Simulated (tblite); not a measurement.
# B2F2H4P2: the cost of one run

Programs: tblite 0.8.0 and PySCF 2.14.0, with density-fitted response routines of our own. Each step states its level of theory. These are calculated values for one molecule in the gas phase, unless marked as measured. Atoms count from 0, in the outputs and in this text.

## Step 1: The molecule as given

10 atoms, charge 0, multiplicity 1; geometry from: force field or distance geometry start.

Bonds of the start (Å): F0–B1 1.46, B1–F2 1.43, B1–B3 1.67, B3–P4 1.95, B3–P5 1.94, P4–H6 1.43, P4–H7 1.44, P5–H8 1.44, P5–H9 1.45.

## Step 2: Geometry optimisation with GFN2-xTB

The job: settings as JSON, then the geometry in Å.

```
{"job": {"kind": "relax", "xc": "GFN2-xTB", "basis": "xTB"}, "charge": 0, "multiplicity": 1}
F     -0.804600     0.911100     1.810100
B     -0.305600     1.378300     0.517900
F     -0.919000     2.564100     0.016000
B      0.173100     0.201000    -0.560200
P     -1.164000    -1.169100    -0.911200
P      1.970700    -0.503400    -0.365500
H     -1.434000    -1.808300     0.341300
H     -2.377700    -0.600400    -1.428600
H      1.930600    -1.510600     0.666200
H      2.939400     0.541900    -0.108500
```

Command:

```console
$ OMP_NUM_THREADS=1 python probes_run.py task.json out
```

One launch serves the whole session: the jobs run in the order shown.

Q: Estimate the wall time and peak memory of this first job on 1 thread of Intel Xeon at 2.50GHz, shared host.

About 1.7 s, with a peak of 0.18 GiB.
